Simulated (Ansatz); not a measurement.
**GaAsH3 (doublet): wave-function methods side by side at a displaced geometry (v2), cc-pVDZ**

An exercise on one series of results from a longer session: the logs are not shown, and one member is left open.

The runs use Ansatz 0.2.0, Gaussian basis; cc-pVDZ, core rule «outside noble gas», up to 28 orbitals frozen.

The runs, in order: UHF; CCSD(T) on ROHF; CCSD(T) on UHF; BCCD(T) on ROHF; CISD; CCSDT(Q) on ROHF; CCSDT(Q) on UHF.

28 further runs of the same task are left out: 14 that didn't finish, 14 set aside as unsound or not needed.

### What is computed

The geometry is a PBE0/def2-TZVP stationary point (not a proven minimum) with its atoms shifted at random (size 0.100 Å). No spin-orbit coupling is included. The filled d shell of Ga, As may be among the frozen orbitals whatever the setting's name suggests; the logs give the count.

5 atoms, charge 0, spin multiplicity 2.

Atoms are counted from 1 here; the program's logs count them from 0.

Bond lengths: Ga1–As2 2.450 Å, Ga1–H3 1.626 Å, As2–H4 1.442 Å, As2–H5 1.415 Å. Angles: As2–Ga1–H3 116.9°, Ga1–As2–H4 91.8°, Ga1–As2–H5 100.1°, H4–As2–H5 99.1°.

The first run:

File in.yaml:

```yaml
crystal:
  periodic: [false, false, false]
  atoms:
    - {symbol: Ga, position_ang: [0.065105, 0.050208, 1.271004]}
    - {symbol: As, position_ang: [-0.036104, -0.032205, -1.175718]}
    - {symbol: H, position_ang: [0.056069, -1.373540, 2.055446]}
    - {symbol: H, position_ang: [-1.187222, -0.900787, -1.144935]}
    - {symbol: H, position_ang: [-0.688770, 1.195076, -1.437876]}
basis:
  gaussian: {orbitals: cc-pVDZ}
magnetization: {spin_polarized: true, initial_magnetization: 1}
hamiltonian: {xc: hf}
output: {orbitals: {seedname: orbitals}}
```

Started as:

```bash
$ ansatz run in.yaml --threads 1 --pin off --events-out ev --progress --plain --max-ram 2393MiB
```

Steps of the session up to this table: UHF; CCSD(T) on ROHF; CCSD(T) on UHF; BCCD(T) on ROHF; CISD; CCSDT(Q) on ROHF; CCSDT(Q) on UHF.

One table of the session follows, with a row left open; its other results are not shown here.

```
   method  from UCCSDT(Q) (meV)
     ROHF               +5535.4
      UHF               +5481.6
     RMP2               +1136.2
     UMP2               +1128.0
    RCCSD                     ?
    UCCSD                +180.8
 RCCSD(T)                 +40.8
 UCCSD(T)                 +35.9
  BCCD(T)                 +40.2
   RCCSDT                 +13.0
   UCCSDT                  +8.0
RCCSDT(Q)                  +5.2
UCCSDT(Q)                     0
```

Estimate the missing values for RCCSD.

As computed: from UCCSDT(Q) (meV): +187.8. In the column «from UCCSDT(Q) (meV)» it lies between UCCSD (+180.8) and UMP2 (+1128.0).

Not comparable, so not listed: CISD (they don't share determinant, frozen orbitals or solution with the rows shown, or repeat one).

Limits of these values: Restricted and unrestricted rows rest on different reference determinants; where their highest levels disagree by more than a few hundredths of an eV, they describe different states and don't form one ladder.
